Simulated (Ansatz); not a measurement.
**CH3I2In: basis-set convergence**

The task here is to estimate one member of a computed series from the others.

Computed with Ansatz 0.2.0, Gaussian basis. Level: one geometry, several basis sets.

Levels to be run: PBE0-D4/def2-SVP; ωB97M-V/def2-SVP; PBE0-D4/def2-QZVPP; ωB97M-V/def2-QZVPP; the functionals' def2-TZVPP values are taken from earlier runs.

1 further run of the same task is left out (for a known fault of the program). Runs told in other sessions of the task aren't counted.

### The relaxed structure

An earlier PBE0-D4 in a triple-zeta def2 set relaxation fixed the geometry. In, I take the def2 core potential; no spin-orbit term is included.

SMILES `[CH3][In]([I])[I]`, 7 atoms, charge 0, spin multiplicity 1.

Atoms are counted from 1 here; the program's logs count them from 0.

Bond lengths: C1–In2 2.136 Å, C1–H5 1.089 Å, C1–H6 1.089 Å, C1–H7 1.091 Å, In2–I3 2.659 Å, In2–I4 2.659 Å. Angles: In2–C1–H5 109.3°, In2–C1–H6 109.3°, In2–C1–H7 108.4°, H5–C1–H6 110.7°, H5–C1–H7 109.6°, H6–C1–H7 109.5°, C1–In2–I3 123.0°, C1–In2–I4 123.0°, I3–In2–I4 114.0°.

Set-up of the first run:

File in.yaml:

```yaml
crystal:
  periodic: [false, false, false]
  atoms:
    - {symbol: C, position_ang: [-0.093554, 1.173141, 0.038730]}
    - {symbol: In, position_ang: [0.068729, -0.955914, -0.023357]}
    - {symbol: I, position_ang: [1.990600, -2.298096, 1.232636]}
    - {symbol: I, position_ang: [-1.622443, -2.500528, -1.374825]}
    - {symbol: H, position_ang: [-1.134223, 1.459364, -0.104779]}
    - {symbol: H, position_ang: [0.276411, 1.533733, 0.997330]}
    - {symbol: H, position_ang: [0.514480, 1.588300, -0.765735]}
basis:
  gaussian: {orbitals: def2-SVP}
hamiltonian: {xc: pbe0, dispersion: d4}
output: {orbitals: {seedname: orbitals}}
```

Run with:

```sh
ansatz run in.yaml --threads 4 --pin off --events-out ev --progress --plain --max-ram 10444MiB
```

Steps of the session up to this table: PBE0-D4 in def2-SVP; ωB97M-V in def2-SVP; PBE0-D4 in def2-QZVPP; ωB97M-V in def2-QZVPP.

One of the session's tables, all rows but one given; the rest of the session is left out.

It belongs to the step «Functionals by basis». 

```
functional       basis  HOMO (eV)  LUMO (eV)
   PBE0-D4    def2-SVP      -7.40      -1.86
   PBE0-D4  def2-TZVPP          ?          ?
   PBE0-D4  def2-QZVPP      -7.47      -1.96
   ωB97M-V    def2-SVP      -9.46      -0.13
   ωB97M-V  def2-TZVPP      -9.54      -0.21
   ωB97M-V  def2-QZVPP      -9.56      -0.29
```

Q: Estimate the row for PBE0-D4, def2-TZVPP from the others.

As computed: HOMO (eV): -7.46; LUMO (eV): -1.93. In the column «HOMO (eV)» it lies between PBE0-D4, def2-QZVPP (-7.47) and PBE0-D4, def2-SVP (-7.40).
